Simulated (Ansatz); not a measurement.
# AsH₄NTe: basis-set convergence

An exercise on one series of results from a longer session: the logs are not shown, and one member is left open.

The runs use Ansatz 0.2.0, Gaussian basis; one geometry, several basis sets.

Levels to be run: PBE0-D4/def2-SVP; ωB97M-V/def2-SVP; PBE0-D4/def2-QZVPP; ωB97M-V/def2-QZVPP; the functionals' def2-TZVPP values are taken from earlier runs.

## The relaxed structure

All runs share one geometry, relaxed beforehand with PBE0-D4 in a triple-zeta def2 set. Te takes the def2 core potential; no spin-orbit term is included.

SMILES `N[AsH][TeH]`, 7 atoms, charge 0, spin multiplicity 1.

Atoms are counted from 1 here; the program's logs count them from 0.

Bond lengths: N1–As2 1.841 Å, N1–H4 1.012 Å, N1–H5 1.011 Å, As2–Te3 2.615 Å, As2–H6 1.520 Å, Te3–H7 1.659 Å. Angles: As2–N1–H4 111.4°, As2–N1–H5 115.3°, H4–N1–H5 108.9°, N1–As2–Te3 106.7°, N1–As2–H6 94.1°, Te3–As2–H6 92.6°, As2–Te3–H7 94.8°.

The first run:

in.yaml

```yaml
crystal:
  periodic: [false, false, false]
  atoms:
    - {symbol: N, position_ang: [-1.035659, 0.748119, -0.623670]}
    - {symbol: As, position_ang: [-0.689063, -0.062710, 0.992521]}
    - {symbol: Te, position_ang: [1.066685, -1.943696, 0.527353]}
    - {symbol: H, position_ang: [-1.702288, 0.217121, -1.168469]}
    - {symbol: H, position_ang: [-0.222872, 0.936793, -1.194830]}
    - {symbol: H, position_ang: [0.384342, 0.938670, 1.388661]}
    - {symbol: H, position_ang: [2.260055, -0.902297, 0.032835]}
basis:
  gaussian: {orbitals: def2-SVP}
hamiltonian: {xc: pbe0, dispersion: d4}
output: {orbitals: {seedname: orbitals}}
```

Steps of the session up to this table: PBE0-D4 in def2-SVP; ωB97M-V in def2-SVP; PBE0-D4 in def2-QZVPP; ωB97M-V in def2-QZVPP.

One of the session's tables, all rows but one given; the rest of the session is left out.

It belongs to the step «Functionals by basis». 

```
functional       basis  HOMO (eV)
   PBE0-D4    def2-SVP          ?
   PBE0-D4  def2-TZVPP      -6.36
   PBE0-D4  def2-QZVPP      -6.39
   ωB97M-V    def2-SVP      -8.29
   ωB97M-V  def2-TZVPP      -8.44
   ωB97M-V  def2-QZVPP      -8.47
```

**Question.** Estimate the row for PBE0-D4, def2-SVP.

**Answer.** HOMO (eV): -6.24. In the column «HOMO (eV)» it is the highest.
